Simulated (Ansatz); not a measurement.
# AgH6NSi2: small, medium and large basis sets

Aim: see how fast density functionals converge with the basis set for AgH6NSi2.

The runs use Ansatz 0.2.0, Gaussian basis; one geometry, several basis sets.

The runs, in order: PBE0-D4/def2-SVP; ωB97M-V/def2-SVP; PBE0-D4/def2-QZVPP; ωB97M-V/def2-QZVPP; the functionals' def2-TZVPP values are taken from earlier runs.

## (1) The relaxed structure

An earlier PBE0-D4 in a triple-zeta def2 set relaxation fixed the geometry. Ag takes the def2 core potential; no spin-orbit term is included.

SMILES `[SiH3][N]([SiH3])[Ag]`, 10 atoms, charge 0, spin multiplicity 1.

Atoms are counted from 1 here; the program's logs count them from 0.

Bond lengths: Si1–N2 1.704 Å, Si1–H5 1.494 Å, Si1–H6 1.496 Å, Si1–H7 1.493 Å, N2–Si3 1.704 Å, N2–Ag4 2.055 Å, Si3–H8 1.494 Å, Si3–H9 1.493 Å, Si3–H10 1.496 Å. Angles: N2–Si1–H5 111.6°, N2–Si1–H6 113.7°, N2–Si1–H7 110.2°, H5–Si1–H6 105.4°, H5–Si1–H7 108.3°, H6–Si1–H7 107.4°, Si1–N2–Si3 128.8°, Si1–N2–Ag4 115.3°, Si3–N2–Ag4 115.3°, N2–Si3–H8 111.6°, N2–Si3–H9 110.2°, N2–Si3–H10 113.7°, H8–Si3–H9 108.3°, H8–Si3–H10 105.4°, H9–Si3–H10 107.4°.

## (2) PBE0-D4 in def2-SVP

in.yaml reads:

```yaml
crystal:
  periodic: [false, false, false]
  atoms:
    - {symbol: Si, position_ang: [-0.148301, 1.297400, -0.827115]}
    - {symbol: N, position_ang: [-0.462439, -0.219649, -0.116834]}
    - {symbol: Si, position_ang: [0.560346, -1.175950, 0.854770]}
    - {symbol: Ag, position_ang: [-2.417735, -0.843943, -0.211056]}
    - {symbol: H, position_ang: [-0.649068, 1.360070, -2.233585]}
    - {symbol: H, position_ang: [-0.805052, 2.439766, -0.119078]}
    - {symbol: H, position_ang: [1.320338, 1.564955, -0.840861]}
    - {symbol: H, position_ang: [0.490715, -2.618723, 0.472123]}
    - {symbol: H, position_ang: [1.975636, -0.722234, 0.714152]}
    - {symbol: H, position_ang: [0.218759, -1.132893, 2.310486]}
basis:
  gaussian: {orbitals: def2-SVP}
hamiltonian: {xc: pbe0, dispersion: d4}
output: {orbitals: {seedname: orbitals}}
```

On the command line:

```sh
ansatz run in.yaml --threads 4 --pin off --events-out ev --progress --plain --max-ram 10444MiB
```

The runs that follow: ωB97M-V in def2-SVP; PBE0-D4 in def2-QZVPP; ωB97M-V in def2-QZVPP.

Q: Predict the results of all the runs planned. Wanted: PBE0-D4: double and triple zeta above quadruple; ωB97M-V: double and triple zeta above quadruple.

The runs gave:

```
                                       quantity          value
PBE0-D4: double and triple zeta above quadruple  9.22, 0.73 eV
ωB97M-V: double and triple zeta above quadruple  9.34, 0.67 eV
```

PBE0-D4 gains 8.50 eV from double to triple zeta, then 0.73 eV more. Total energies overstate the basis error of differences, where much of it tends to cancel.
